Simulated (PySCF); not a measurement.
# C3H8AsB: NMR shifts at several levels of theory, part 2 of 2

PySCF 2.14.0. Atoms count from 0.

## 9. Shielding tensors: KT3/pcSseg-1

The job: settings as JSON, then the geometry in Å.

```
{"job": {"kind": "nmr", "xc": "KT3", "basis": "pcSseg-1", "pop": false}, "charge": 0, "multiplicity": 1}
As     2.804030    -0.289554    -0.279605
B      0.834160    -0.622928    -0.057803
C     -0.190051     0.488400     0.192380
C     -1.370902     0.200204     1.118247
C     -1.607896     0.247109    -0.336154
H      3.043434    -1.257560    -1.424193
H      2.717572     0.956277    -1.146094
H      0.471388    -1.779085    -0.000681
H      0.128490     1.535575     0.166638
H     -1.389228    -0.768525     1.623972
H     -1.715775     1.037169     1.730978
H     -1.798940    -0.687122    -0.870136
H     -2.114568     1.120003    -0.755498
```

Level: GIAO KT3/pcSseg-1 NMR shielding, non-relativistic, gas phase.

What it wrote:

```text
coarse grid: 47832 points
cycle   1  E = -2390.3221934969  dE = -4.985e-01  |g| = 5.553e-01  |ddm| = 3.172e+00
cycle   2  E = -2390.2480057409  dE =  7.419e-02  |g| = 6.717e-01  |ddm| = 1.201e+00
cycle   3  E = -2390.3689887796  dE = -1.210e-01  |g| = 1.719e-01  |ddm| = 9.114e-01
cycle   4  E = -2390.3774287060  dE = -8.440e-03  |g| = 3.718e-02  |ddm| = 2.561e-01
cycle   5  E = -2390.3778634205  dE = -4.347e-04  |g| = 1.772e-02  |ddm| = 7.802e-02
cycle   6  E = -2390.3779159948  dE = -5.257e-05  |g| = 3.037e-03  |ddm| = 1.703e-02
cycle   7  E = -2390.3779183517  dE = -2.357e-06  |g| = 1.625e-03  |ddm| = 5.481e-03
final grid: 100888 points
cycle   8  E = -2390.3779231888  dE =  1.933e-06  |g| = 2.897e-03  |ddm| = 5.513e-03
cycle   9  E = -2390.3779156122  dE =  7.577e-06  |g| = 5.550e-03  |ddm| = 9.580e-03
cycle  10  E = -2390.3779259366  dE = -1.032e-05  |g| = 3.617e-04  |ddm| = 6.364e-03
cycle  11  E = -2390.3779259537  dE = -1.716e-08  |g| = 2.388e-05  |ddm| = 3.400e-04
cycle  12  E = -2390.3779259539  dE = -1.783e-10  |g| = 5.584e-06  |ddm| = 3.855e-05
converged SCF energy = -2390.3779259539

GIAO shielding tensors (ppm)
atom      isotropic    diamagn.    paramagn.     s11        s22        s33       span
  0 As    1719.786    2882.071   -1162.286   1603.787   1665.412   1890.157    286.370
  1 B       12.488     192.155    -179.667    -86.588     10.365    113.685    200.273
  2 C      162.247     251.923     -89.676    110.401    167.426    208.914     98.512
  3 C      166.375     252.352     -85.976    140.862    170.313    187.951     47.090
  4 C      167.579     251.584     -84.006    142.966    171.400    188.371     45.404
  5 H       28.314      29.036      -0.722     21.916     23.603     39.423     17.507
  6 H       28.343      29.979      -1.636     21.625     24.900     38.503     16.878
  7 H       23.809      30.229      -6.420     16.938     25.785     28.704     11.766
  8 H       30.095      33.006      -2.911     23.727     29.892     36.666     12.939
  9 H       30.306      30.861      -0.554     24.904     27.581     38.434     13.529
 10 H       30.006      29.961       0.045     24.884     26.652     38.483     13.599
 11 H       30.252      31.027      -0.775     24.924     27.484     38.348     13.423
 12 H       30.023      30.153      -0.130     24.897     26.659     38.512     13.615
```

Wall time 32 s (1 thread of Arm Neoverse N1, shared host); peak memory 0.94 GiB.

Key values: δ C2 20.1, C3 15.3, As0 160, B1 88.0, H7 7.51, H5 2.99 ppm (means over like atoms).

## 10. Shielding tensors: B97-D/pcSseg-1

Same as in step 9 but for these lines:

```diff
@@ -1,2 +1,2 @@
-{"job": {"kind": "nmr", "xc": "KT3", "basis": "pcSseg-1", "pop": false}, "charge": 0, "multiplicity": 1}
+{"job": {"kind": "nmr", "xc": "B97-D", "basis": "pcSseg-1", "pop": false}, "charge": 0, "multiplicity": 1}
 As     2.804030    -0.289554    -0.279605
```

Method: GIAO B97-D/pcSseg-1 NMR shielding, non-relativistic, gas phase.

What it wrote:

```text
coarse grid: 47832 points
cycle   1  E = -2380.5379776335  dE = -5.287e-01  |g| = 6.963e-01  |ddm| = 3.194e+00
cycle   2  E = -2380.4667501250  dE =  7.123e-02  |g| = 7.417e-01  |ddm| = 1.082e+00
cycle   3  E = -2380.5796990520  dE = -1.129e-01  |g| = 2.419e-01  |ddm| = 9.138e-01
cycle   4  E = -2380.5964360724  dE = -1.674e-02  |g| = 3.671e-02  |ddm| = 3.169e-01
cycle   5  E = -2380.5968104804  dE = -3.744e-04  |g| = 2.091e-02  |ddm| = 8.001e-02
cycle   6  E = -2380.5969354523  dE = -1.250e-04  |g| = 3.403e-03  |ddm| = 2.537e-02
cycle   7  E = -2380.5969378574  dE = -2.405e-06  |g| = 1.650e-03  |ddm| = 5.341e-03
final grid: 100888 points
cycle   8  E = -2380.5968969715  dE =  1.374e-06  |g| = 2.724e-03  |ddm| = 5.547e-03
cycle   9  E = -2380.5968920633  dE =  4.908e-06  |g| = 4.830e-03  |ddm| = 8.577e-03
cycle  10  E = -2380.5968992030  dE = -7.140e-06  |g| = 4.594e-04  |ddm| = 5.427e-03
cycle  11  E = -2380.5968992630  dE = -5.997e-08  |g| = 3.885e-05  |ddm| = 5.410e-04
cycle  12  E = -2380.5968992633  dE = -2.728e-10  |g| = 5.474e-06  |ddm| = 4.443e-05
converged SCF energy = -2380.5968992633

GIAO shielding tensors (ppm)
atom      isotropic    diamagn.    paramagn.     s11        s22        s33       span
  0 As    1667.930    2879.521   -1211.592   1552.953   1607.646   1843.190    290.237
  1 B        7.217     192.198    -184.981    -93.118      4.956    109.813    202.931
  2 C      158.524     252.021     -93.497    104.461    164.993    206.119    101.657
  3 C      162.989     252.137     -89.148    136.178    167.387    185.401     49.223
  4 C      164.227     251.459     -87.232    138.330    168.509    185.842     47.512
  5 H       28.291      28.784      -0.493     21.902     23.593     39.380     17.478
  6 H       28.322      29.767      -1.445     21.605     24.906     38.454     16.848
  7 H       23.855      30.669      -6.814     16.865     25.896     28.803     11.938
  8 H       30.188      32.926      -2.738     23.865     30.052     36.648     12.783
  9 H       30.366      30.882      -0.516     25.008     27.649     38.442     13.434
 10 H       30.100      29.901       0.199     25.018     26.770     38.510     13.492
 11 H       30.319      31.082      -0.763     25.041     27.560     38.356     13.315
 12 H       30.116      30.115       0.001     25.028     26.779     38.539     13.511
```

It took 32 s on 1 thread of Arm Neoverse N1, shared host; peak memory 0.94 GiB.

Key values: δ C2 20.6, C3 15.6, As0 165, B1 91.0, H7 7.56, H5 3.10 ppm (means over like atoms).

## 11. Shielding tensors: B3LYP/pcSseg-1

Same as in step 10 but for these lines:

```diff
@@ -1,2 +1,2 @@
-{"job": {"kind": "nmr", "xc": "B97-D", "basis": "pcSseg-1", "pop": false}, "charge": 0, "multiplicity": 1}
+{"job": {"kind": "nmr", "xc": "B3LYP", "basis": "pcSseg-1", "pop": false}, "charge": 0, "multiplicity": 1}
 As     2.804030    -0.289554    -0.279605
```

Method: GIAO B3LYP/pcSseg-1 NMR shielding, non-relativistic, gas phase.

What it wrote:

```text
coarse grid: 47832 points
cycle   1  E = -2379.5740594894  dE = -4.318e-01  |g| = 7.756e-01  |ddm| = 3.169e+00
cycle   2  E = -2379.5592529207  dE =  1.481e-02  |g| = 6.576e-01  |ddm| = 7.601e-01
cycle   3  E = -2379.6146121356  dE = -5.536e-02  |g| = 1.552e-01  |ddm| = 5.911e-01
cycle   4  E = -2379.6205941198  dE = -5.982e-03  |g| = 3.179e-02  |ddm| = 1.907e-01
cycle   5  E = -2379.6208414819  dE = -2.474e-04  |g| = 5.679e-03  |ddm| = 3.420e-02
cycle   6  E = -2379.6208480840  dE = -6.602e-06  |g| = 2.045e-03  |ddm| = 7.594e-03
final grid: 100888 points
cycle   7  E = -2379.6208330735  dE =  1.125e-06  |g| = 2.957e-03  |ddm| = 5.433e-03
cycle   8  E = -2379.6208303835  dE =  2.690e-06  |g| = 4.378e-03  |ddm| = 6.655e-03
cycle   9  E = -2379.6208353907  dE = -5.007e-06  |g| = 1.407e-04  |ddm| = 3.870e-03
cycle  10  E = -2379.6208353980  dE = -7.351e-09  |g| = 4.536e-05  |ddm| = 2.476e-04
cycle  11  E = -2379.6208353983  dE = -2.915e-10  |g| = 2.856e-06  |ddm| = 3.401e-05
converged SCF energy = -2379.6208353983

GIAO shielding tensors (ppm)
atom      isotropic    diamagn.    paramagn.     s11        s22        s33       span
  0 As    1695.912    2877.073   -1181.161   1570.606   1641.322   1875.808    305.202
  1 B       -2.238     191.053    -193.290   -110.204     -5.956    109.446    219.650
  2 C      159.141     251.900     -92.759    102.310    165.996    209.118    106.809
  3 C      164.489     251.793     -87.304    136.634    168.799    188.035     51.400
  4 C      165.784     251.091     -85.307    138.737    169.889    188.725     49.987
  5 H       28.326      28.841      -0.515     21.833     23.543     39.602     17.769
  6 H       28.341      29.769      -1.428     21.505     24.884     38.634     17.129
  7 H       23.694      30.381      -6.687     16.364     25.770     28.949     12.585
  8 H       30.231      32.882      -2.650     23.762     30.015     36.917     13.155
  9 H       30.402      30.775      -0.373     24.934     27.476     38.797     13.863
 10 H       30.141      29.894       0.247     24.931     26.625     38.867     13.937
 11 H       30.369      30.965      -0.596     24.975     27.397     38.734     13.759
 12 H       30.157      30.093       0.064     24.926     26.642     38.901     13.975
```

Run time: 25 s. Hardware: 1 thread of Arm Neoverse N1, shared host; peak memory 0.85 GiB.

Key values: δ C2 20.1, C3 14.1, As0 168, B1 100.1, H7 7.69, H5 3.05 ppm (means over like atoms).

## 12. Run by run: NMR shifts

Shifts (ppm) of some atoms, chosen among heavy atoms and hydrogens apart, means over like atoms, with basis size and wall time:

```csv
run,C2,C3,H7,H5,H8,As0,B1,functions,time
HF/pcSseg-1,9.0,7.2,7.30,2.89,0.63,112,94.9,149,14 s
LDA/pcSseg-1,26.6,17.1,8.21,3.56,1.58,231,104.4,149,27 s
PBE/pcSseg-1,23.8,16.8,7.96,3.25,1.42,190,97.5,149,32 s
BLYP/pcSseg-1,23.0,16.1,7.73,3.08,1.28,183,99.3,149,32 s
BP86/pcSseg-1,23.6,16.8,7.90,3.25,1.38,185,96.4,149,32 s
OPBE/pcSseg-1,21.8,17.2,7.91,3.26,1.46,170,89.2,149,32 s
KT2/pcSseg-1,21.9,15.2,7.70,3.18,1.28,178,90.2,149,32 s
KT3/pcSseg-1,20.1,15.3,7.51,2.99,1.23,160,88.0,149,32 s
B97-D/pcSseg-1,20.6,15.6,7.56,3.10,1.22,165,91.0,149,32 s
B3LYP/pcSseg-1,20.1,14.1,7.69,3.05,1.15,168,100.1,149,25 s
```

## 13. Summary of results

The summary covers parts 1 to 2.

| quantity | value |
| --- | --- |
| ¹³C shifts against TMS (HF/pcSseg-1, means over atoms taken as alike) | 9.0, 7.2 ppm |
| ¹H shifts against TMS (HF/pcSseg-1, means over atoms taken as alike) | 7.30, 2.89, 1.03, 0.79, 0.63 ppm |
| ⁷⁵As shifts against AsH3 (HF/pcSseg-1) | 112 ppm |
| ¹¹B shifts against BF3·OEt2 (HF/pcSseg-1) | 94.9 ppm |
| range of the shift of As0 | 112 to 231 ppm |

What this shows: Single values in the summary come from the first run of each kind that ended normally (HF/pcSseg-1), which need not be the best level. In ppm, As0 moves most: its shift spreads over 118 ppm, from 112 (HF/pcSseg-1) to 231 (LDA/pcSseg-1). Spin-orbit coupling is left out, which matters for shieldings and couplings at and beside the heavy atoms.
